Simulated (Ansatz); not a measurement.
# CuSi16: the cost of one run

Method: DFT PBE, plane waves, PAW, scalar-relativistic, collinear spin, in Ansatz 0.2.0.

1 further run of the same task is left out (it didn't finish).

### Step 1. Starting point

The cell holds 17 atoms (CuSi16): a = 7.679 Å, b = 7.679 Å, c = 7.679 Å, α = 60.00°, β = 60.00°, γ = 60.00°.

The coordinates stand in the first input below.

### Step 2. End point A

input.yaml reads:

```yaml
crystal:
  lattice:
    - [0.0, 5.43, 5.43]
    - [5.43, 0.0, 5.43]
    - [5.43, 5.43, 0.0]
  atoms:
    - { symbol: Si, position: [0.0, 0.0, 0.0] }
    - { symbol: Si, position: [0.125, 0.125, 0.125] }
    - { symbol: Si, position: [0.0, 0.0, 0.5] }
    - { symbol: Si, position: [0.125, 0.125, 0.625] }
    - { symbol: Si, position: [0.0, 0.5, 0.0] }
    - { symbol: Si, position: [0.125, 0.625, 0.125] }
    - { symbol: Si, position: [0.0, 0.5, 0.5] }
    - { symbol: Si, position: [0.125, 0.625, 0.625] }
    - { symbol: Si, position: [0.5, 0.0, 0.0] }
    - { symbol: Si, position: [0.625, 0.125, 0.125] }
    - { symbol: Si, position: [0.5, 0.0, 0.5] }
    - { symbol: Si, position: [0.625, 0.125, 0.625] }
    - { symbol: Si, position: [0.5, 0.5, 0.0] }
    - { symbol: Si, position: [0.625, 0.625, 0.125] }
    - { symbol: Si, position: [0.5, 0.5, 0.5] }
    - { symbol: Si, position: [0.625, 0.625, 0.625] }
    - { symbol: Cu, position: [0.3801562, 0.3772622, 0.8692097], spin: 1.0 }
magnetization:
  spin_polarized: true
basis:
  ecutwfc: 420.0
kpoints:
  mp_grid: { grid: [2, 2, 2] }
hamiltonian:
  xc: pbe
  pseudopotentials: { kind: paw, azcp: { folder: soft_1 } }
scf:
  occupations: { method: gaussian, width: 0.05 }
  lower_state_search: "off"
relax:
  f_tol: 0.03
  max_steps: 60
  adjacent_minimum: "off"
```

Command:

```sh
> ansatz run input.yaml --threads 2 --pin off --max-ram 5120MiB --backend cpu --events-out ev --progress --plain --runs-dir out
```

Q: Estimate wall time and peak memory on 2 threads of AMD EPYC (Zen 3), shared host.

About 97 s, with a peak of 0.77 GiB.
